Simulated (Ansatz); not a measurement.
# C4O4Ru: the cost of one run

Program: Ansatz 0.2.0, Gaussian basis. Level of theory: one geometry, several basis sets. These are calculated values, not measurements.

Plan: PBE0-D4/def2-SVP; ωB97M-V/def2-SVP; PBE0-D4/def2-QZVPP; ωB97M-V/def2-QZVPP; the functionals' def2-TZVPP values are taken from earlier runs.

## 1. The relaxed structure

The geometry comes from an earlier relaxation with PBE0-D4 in a triple-zeta def2 set; it is a stationary point, not always the lowest conformer. Ru takes the def2 core potential; no spin-orbit term is included.

9 atoms, charge 0, spin multiplicity 1.

Atoms are counted from 1 here; the program's logs count them from 0.

Bond lengths: O1–C2 1.141 Å, C2–Ru3 1.900 Å, Ru3–C4 1.934 Å, Ru3–C6 1.934 Å, Ru3–C8 1.900 Å, C4–O5 1.134 Å, C6–O7 1.134 Å, C8–O9 1.141 Å. Angles: O1–C2–Ru3 169.1°, C2–Ru3–C4 92.1°, C2–Ru3–C6 92.1°, C2–Ru3–C8 138.6°, C4–Ru3–C6 168.2°, C4–Ru3–C8 92.1°, C6–Ru3–C8 92.1°, Ru3–C4–O5 175.5°, Ru3–C6–O7 175.5°, Ru3–C8–O9 169.1°.

Coordinates:

```
O     2.3462   -1.1967   -1.2510
C     1.4453   -0.5689   -0.9418
Ru   -0.0839    0.2394   -0.1551
C    -1.2821   -0.7038   -1.3448
O    -2.0020   -1.1789   -2.0811
C     1.0016    1.5040    0.8262
O     1.6058    2.3091    1.3487
C    -1.2339   -0.0342    1.3327
O    -1.7970   -0.3699    2.2662
```

## 2. PBE0-D4 in def2-SVP

File in.yaml:

```yaml
crystal:
  periodic: [false, false, false]
  atoms:
    - {symbol: O, position_ang: [2.346194, -1.196734, -1.251001]}
    - {symbol: C, position_ang: [1.445323, -0.568935, -0.941770]}
    - {symbol: Ru, position_ang: [-0.083915, 0.239379, -0.155130]}
    - {symbol: C, position_ang: [-1.282116, -0.703800, -1.344822]}
    - {symbol: O, position_ang: [-2.002044, -1.178894, -2.081110]}
    - {symbol: C, position_ang: [1.001596, 1.504002, 0.826242]}
    - {symbol: O, position_ang: [1.605798, 2.309056, 1.348697]}
    - {symbol: C, position_ang: [-1.233863, -0.034223, 1.332656]}
    - {symbol: O, position_ang: [-1.796982, -0.369851, 2.266239]}
basis:
  gaussian: {orbitals: def2-SVP}
hamiltonian: {xc: pbe0, dispersion: d4}
output: {orbitals: {seedname: orbitals}}
```

Launch:

```console
$ ansatz run in.yaml --threads 4 --pin off --events-out ev --progress --plain --max-ram 11315MiB
```

What time and memory should one allow on 4 threads of Intel Xeon at 2.50GHz, shared host?

About 4.1 s, with a peak of 0.43 GiB.
